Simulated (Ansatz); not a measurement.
**C₂H₈AlNSi: how energies converge with the basis set**

An exercise on one series of results from a longer session: the logs are not shown, and one member is left open.

The runs use Ansatz 0.2.0, Gaussian basis; one geometry, several basis sets.

The runs, in order: PBE0-D4/def2-SVP; ωB97M-V/def2-SVP; PBE0-D4/def2-QZVPP; ωB97M-V/def2-QZVPP; the functionals' def2-TZVPP values are taken from earlier runs.

### Structure used throughout

All runs share one geometry, relaxed beforehand with PBE0-D4 in a triple-zeta def2 set.

13 atoms, charge 0, spin multiplicity 1.

Atoms are counted from 1 here; the program's logs count them from 0.

Bond lengths: Al1–C2 2.020 Å, Al1–N3 1.966 Å, Al1–H6 1.584 Å, Al1–H7 1.585 Å, C2–N3 1.417 Å, C2–H8 1.089 Å, C2–H9 1.092 Å, N3–C4 1.281 Å, C4–Si5 1.873 Å, C4–H10 1.098 Å, Si5–H11 1.483 Å, Si5–H12 1.486 Å, Si5–H13 1.487 Å. Angles: C2–Al1–N3 41.6°, C2–Al1–H6 113.6°, C2–Al1–H7 121.2°, N3–Al1–H6 116.6°, N3–Al1–H7 109.3°, H6–Al1–H7 124.6°, Al1–C2–N3 67.2°, Al1–C2–H8 137.9°, Al1–C2–H9 100.6°, N3–C2–H8 117.0°, N3–C2–H9 111.0°, H8–C2–H9 114.2°, Al1–N3–C2 71.2°, Al1–N3–C4 137.1°, C2–N3–C4 126.6°, N3–C4–Si5 121.1°, N3–C4–H10 117.9°, Si5–C4–H10 121.1° and more.

Coordinates:

```xyz
13

Al   -0.6378   -0.2518    1.9070
C    -0.2256   -1.8111    0.6912
N    -0.3213   -0.5810   -0.0055
C     0.4762   -0.1527   -0.9114
Si    0.4375    1.6361   -1.4670
H    -2.1491   -0.1958    2.3767
H     0.5169    0.6729    2.4764
H     0.6253   -2.4486    0.4543
H    -1.1859   -2.3310    0.6998
H     1.1842   -0.8672   -1.3515
H    -0.6516    2.3293   -0.7377
H     1.7467    2.2794   -1.1825
H     0.2049    1.6868   -2.9348
```

The first run:

Contents of in.yaml:

```yaml
crystal:
  periodic: [false, false, false]
  atoms:
    - {symbol: Al, position_ang: [-0.637794, -0.251782, 1.907006]}
    - {symbol: C, position_ang: [-0.225635, -1.811051, 0.691161]}
    - {symbol: N, position_ang: [-0.321283, -0.581011, -0.005472]}
    - {symbol: C, position_ang: [0.476184, -0.152684, -0.911438]}
    - {symbol: Si, position_ang: [0.437452, 1.636085, -1.467044]}
    - {symbol: H, position_ang: [-2.149051, -0.195788, 2.376727]}
    - {symbol: H, position_ang: [0.516931, 0.672878, 2.476361]}
    - {symbol: H, position_ang: [0.625257, -2.448581, 0.454280]}
    - {symbol: H, position_ang: [-1.185918, -2.331012, 0.699822]}
    - {symbol: H, position_ang: [1.184173, -0.867194, -1.351502]}
    - {symbol: H, position_ang: [-0.651599, 2.329300, -0.737719]}
    - {symbol: H, position_ang: [1.746734, 2.279367, -1.182544]}
    - {symbol: H, position_ang: [0.204948, 1.686773, -2.934839]}
basis:
  gaussian: {orbitals: def2-SVP}
hamiltonian: {xc: pbe0, dispersion: d4}
output: {orbitals: {seedname: orbitals}}
```

Started as:

```sh
$ ansatz run in.yaml --threads 4 --pin off --events-out ev --progress --plain --max-ram 10444MiB
```

Steps of the session up to this table: PBE0-D4 in def2-SVP; ωB97M-V in def2-SVP; PBE0-D4 in def2-QZVPP; ωB97M-V in def2-QZVPP.

One of the session's tables, all rows but one given; the rest of the session is left out.

| functional | basis | HOMO (eV) | LUMO (eV) |
| --- | --- | --- | --- |
| PBE0-D4 | def2-SVP | -6.93 | -1.63 |
| PBE0-D4 | def2-TZVPP | -6.94 | -1.71 |
| PBE0-D4 | def2-QZVPP | ? | ? |
| ωB97M-V | def2-SVP | -8.95 | 0.46 |
| ωB97M-V | def2-TZVPP | -8.99 | 0.31 |
| ωB97M-V | def2-QZVPP | -8.99 | 0.21 |

**Question.** Estimate the row for PBE0-D4, def2-QZVPP.

**Answer.** HOMO (eV): -6.94; LUMO (eV): -1.74.
